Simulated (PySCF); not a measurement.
# GeH2F2 (GeF2H2) at 3 levels

We compute a comparison of 3 runs (HF-D3(0)/cc-pVDZ-PP, SOGGA11-X/6-311++G**, CCSD(T)/pob-TZVP) of GeH2F2 (GeF2H2). Input form: a Python script.

The results are computed with PySCF 2.14.0.

6 further runs of the same task are left out: 1 that didn't finish, 5 set aside as unsound or not needed.

## Step 1: The system as given

GeH2F2: 5 atoms, total charge 0, spin state singlet. SMILES: `[H][Ge]([H])([F])[F]`. The shape comes from GFN2-xTB, which is rough for such elements, and wasn't checked as a minimum.

Bond lengths: Ge1–F2 1.721 Å, Ge1–F3 1.720 Å, Ge1–H4 1.490 Å, Ge1–H5 1.490 Å. Angles: F2–Ge1–F3 102.0°, F2–Ge1–H4 106.6°, F2–Ge1–H5 106.7°, F3–Ge1–H4 106.6°, F3–Ge1–H5 106.7°, H4–Ge1–H5 125.8°.

## Step 2: A single-point energy at HF-D3(0)/cc-pVDZ-PP (density fitting, core potential) (run 1)

Contents of input.py:

```python
from pyscf import gto
from pyscf import df

mol = gto.M(
    atom='''
Ge    -0.249973     0.000775    -0.174762
F     -0.018444    -0.035546     3.068216
F      2.873234     0.021184    -1.076860
H     -1.307539     2.513033    -0.878137
H     -1.297297    -2.499465    -0.938457
''',
    unit='bohr',
    max_memory=1860,
    ecp={'Ge': 'cc-pvdz-pp'},
    verbose=3,
    basis={'default': 'cc-pvdz-pp', 'F': 'cc-pvdz', 'H': 'cc-pvdz'},
    spin=0,
)

mf = mol.RHF()
mf = mf.density_fit(auxbasis=df.aug_etb(mol, beta=2.0))
mf.disp = 'd3zero'
mf.kernel()

e_tot = mf.e_tot
print('E(%s) = %.9f' % ('HF', e_tot))
```

The run is started by

```bash
$ OMP_NUM_THREADS=1 python input.py
```

Output:

```text
converged SCF energy = -493.487031122717
E(HF) = -493.487031123
```

It took 1.7 s on 1 thread of AMD EPYC 7R43 (Zen 3), shared host; peak memory 0.14 GiB.

## Step 3: Localised orbitals at SOGGA11-X/6-311++G(d,p) (Cartesian functions, IEF-PCM toluene) (run 2)

Contents of calc.py:

```python
import numpy
from pyscf import gto, dft, lo, solvent

mol = gto.M(
    atom=[
    ('Ge', (-0.132280, 0.000410, -0.092480)),
    ('F', (-0.009760, -0.018810, 1.623630)),
    ('F', (1.520450, 0.011210, -0.569850)),
    ('H', (-0.691920, 1.329840, -0.464690)),
    ('H', (-0.686500, -1.322660, -0.496610)),
],
    verbose=4,
    cart=True,
    spin=0,
    basis='6-311++g**',
    charge=0,
    max_memory=1860,
)

mf = dft.RKS(mol, xc='hyb_gga_x_sogga11_x,gga_c_sogga11_x')
mf = mf.PCM()
mf.with_solvent.method = 'IEF-PCM'
mf.with_solvent.eps = 2.3741
mf.kernel()

e_tot = mf.e_tot
print('E = %.10f Eh' % e_tot)
occ = mf.mo_coeff[:, 11:mol.nelec[0]]
loc = lo.Boys(mol, occ).kernel()
r1 = numpy.einsum('xij,ip,jp->px', mol.intor('int1e_r'), loc, loc)
spread = numpy.einsum('ij,ip,jp->p', mol.intor('int1e_r2'), loc, loc) - (r1 ** 2).sum(1)
centres = r1 * 0.529177
print('orbital  centre (A)  spread (bohr^2)')
for i, (c, s) in enumerate(zip(centres, spread), 1):
    print('%3d %9.4f %9.4f %9.4f %9.4f' % (i, *c, s))
```

The run is started by

```bash
$ OMP_NUM_THREADS=1 python calc.py
```

Output:

```text
PySCF version 2.14.0

[... 59 lines left out ...]
Solvent Energy = -9.50849527393638e-05
[... 11 lines left out ...]
Solvent Energy = -0.00617666983810548
[... 11 lines left out ...]
Solvent Energy = -0.00508156209344956
[... 11 lines left out ...]
Solvent Energy = -0.00508757408686842
[... 27 lines left out ...]
WARN: Weak orthogonality for localized orbitals 6.9050851690763585e-09
[... 16 lines left out ...]
 15    0.1228    0.2064    1.6694    1.5254
```

Wall time 26 s (1 thread of AMD EPYC 7R43 (Zen 3), shared host); peak memory 0.58 GiB.

## Step 4: Energy and forces at CCSD(T)/pob-TZVP (sfX2C) (run 3)

Contents of mol.sdf:

```

     RDKit          3D

  5  4  0  0  0  0  0  0  0  0999 V2000
   -0.1323    0.0004   -0.0925 Ge  0  0  0  0  0  4  0  0  0  0  0  0
   -0.0098   -0.0188    1.6236 F   0  0  0  0  0  0  0  0  0  0  0  0
    1.5205    0.0112   -0.5698 F   0  0  0  0  0  0  0  0  0  0  0  0
   -0.6919    1.3298   -0.4647 H   0  0  0  0  0  0  0  0  0  0  0  0
   -0.6865   -1.3227   -0.4966 H   0  0  0  0  0  0  0  0  0  0  0  0
  2  1  1  0
  3  1  1  0
  4  1  1  0
  5  1  1  0
M  END
$$$$
```

Contents of job.py:

```python
import pyscf.grad
from pyscf import gto, scf, cc
from pyscf.cc import ccsd_t_lambda
from pyscf.grad import ccsd_t
from rdkit import Chem

rd = Chem.MolFromMolFile('mol.sdf', removeHs=False, sanitize=False)
xyz = rd.GetConformer().GetPositions()
geom = [(a.GetSymbol(), tuple(x)) for a, x in zip(rd.GetAtoms(), xyz)]
for s, x in geom:
    print('%-2s %12.6f %12.6f %12.6f' % (s, *x))

mol = gto.M(
    atom=geom,
    max_memory=1860,
    charge=0,
    verbose=4,
    basis='pob-tzvp',
)

mf = scf.RHF(mol)
mf = mf.sfx2c1e()
mf.kernel()

mycc = cc.CCSD(mf, frozen=11)
mycc.kernel()
e_t = mycc.ccsd_t()
e_tot = mycc.e_tot + e_t
print(f'total energy: {e_tot:.8f} hartree')
eris = mycc.ao2mo()
conv, l1, l2 = ccsd_t_lambda.kernel(mycc, eris, mycc.t1, mycc.t2)
grad = ccsd_t.Gradients(mycc).kernel(mycc.t1, mycc.t2, l1, l2, eris=eris)
dip = mf.dip_moment()
pop, q = mf.mulliken_pop()
```

The run is started by

```bash
$ OMP_NUM_THREADS=1 python job.py
```

Output:

```text
Ge    -0.132300     0.000400    -0.092500
F     -0.009800    -0.018800     1.623600
F      1.520500     0.011200    -0.569800
H     -0.691900     1.329800    -0.464700
H     -0.686500    -1.322700    -0.496600

PySCF version 2.14.0

[... 61 lines left out ...]
converged SCF energy = -2292.88921445563
[... 12 lines left out ...]
Init t2, MP2 energy = -2293.56775022022  E_corr(MP2) -0.678535764585571
[... 13 lines left out ...]
CCSD converged
[... 2 lines left out ...]
total energy: -2293.57249291 hartree
[... 28 lines left out ...]
Dipole moment(X, Y, Z, Debye): -2.83922,  0.01109, -1.98284
[... 95 lines left out ...]
charge of    4H =     -0.22960
```

It took 13 min on 1 thread of AMD EPYC 7R43 (Zen 3), shared host; peak memory 1.4 GiB.

## Step 5: All runs side by side

```
run                                                        level      task  light atom basis   energy (Eh)  dipole moment (D) of the reference  HOMO energy (eV)  LUMO energy (eV)  wall time
  1        HF-D3(0)/cc-pVDZ-PP (density fitting, core potential)    energy           cc-pvdz   -493.487031                                3.49            -14.00              3.39      1.7 s
  2  SOGGA11-X/6-311++G** (Cartesian functions, IEF-PCM toluene)  localise                 –  -2277.929009                                3.67            -11.18              0.07       26 s
  3                                     CCSD(T)/pob-TZVP (sfX2C)  gradient                 –  -2293.572493                                3.46            -13.98              4.70     13 min
```

## Step 6: Outcome

| quantity | value |
| --- | --- |
| run 3: total energy | -2293.57249 Eh |
| run 3: dipole moment (Hartree–Fock density) | 3.46 D |
| run 3: HOMO energy (Hartree–Fock orbitals) | -13.98 eV |
| run 3: LUMO energy (Hartree–Fock orbitals) | 4.70 eV |
| run 3: HOMO–LUMO gap (Hartree–Fock orbitals) | 18.68 eV |
| run 3: correlation energy (11 core orbitals frozen) | -683.3 mEh |
| run 3: (T) correction | -16.96 mEh |
| run 3: T1 diagnostic | 0.014 |
| run 3: largest force on an atom | 0.425 eV/Å |

In words: Some runs of one species differ in core potentials or relativity; totals across that change don't compare. All runs together took 14 min, the longest 13 min.
